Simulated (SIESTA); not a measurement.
Ta3AsAu2O13:

```
Ta As Au O
1.0
     5.72385   -0.00745   -0.00403
     1.30279    6.25499    0.00561
     0.27574    1.30074    8.36754
Ta As Au O
3 1 2 13
Direct
  0.21713 0.30521 0.58431
  0.03325 0.11123 0.99855
  0.58248 0.62145 0.50482
  0.58707 0.89691 0.83049
  0.58004 0.09228 0.18613
  0.04485 0.82077 0.44682
  0.66201 0.69726 0.71088
  0.51632 0.13418 0.69625
  0.85098 0.88773 0.91932
  0.34466 0.87003 0.94651
  0.73015 0.29240 0.03095
  0.24622 0.21809 0.11075
  0.12900 0.09398 0.49104
  0.48032 0.38887 0.43499
  0.05966 0.26685 0.78594
  0.93330 0.53240 0.45645
  0.49975 0.85161 0.34971
  0.25256 0.62988 0.62473
  0.91878 0.95175 0.22636
```

The cell was built by a generator and needn't be a form met in nature.

Program: SIESTA 5.4.2. Alike in all runs: task band structure; level PBE; no spin polarisation; cell as given; k mesh 5 × 5 × 4; smearing fermi-dirac 0.05 eV; grid cutoff 800 Ry; energy shift 0.003 Ry. Hardware: 4 MPI ranks on AMD EPYC 7R43 64-Core Processor (Zen 3), with other jobs on the host.

Order these runs on this cell by their wall time, lowest first.
A. potentials or basis PseudoDojo 0.4 standard (PBE files), DZP (energy shift 0.003 Ry; two zetas on semicore shells)
B. potentials or basis PseudoDojo 0.4 standard (PBE files), TZDP (energy shift 0.003 Ry; two zetas on semicore shells)
C. potentials or basis PseudoDojo 0.4 standard (PBE files), SZ (energy shift 0.003 Ry)

C (37 s), A (140 s), B (270 s).

Caveats: the basis has no polarisation orbitals (some runs).
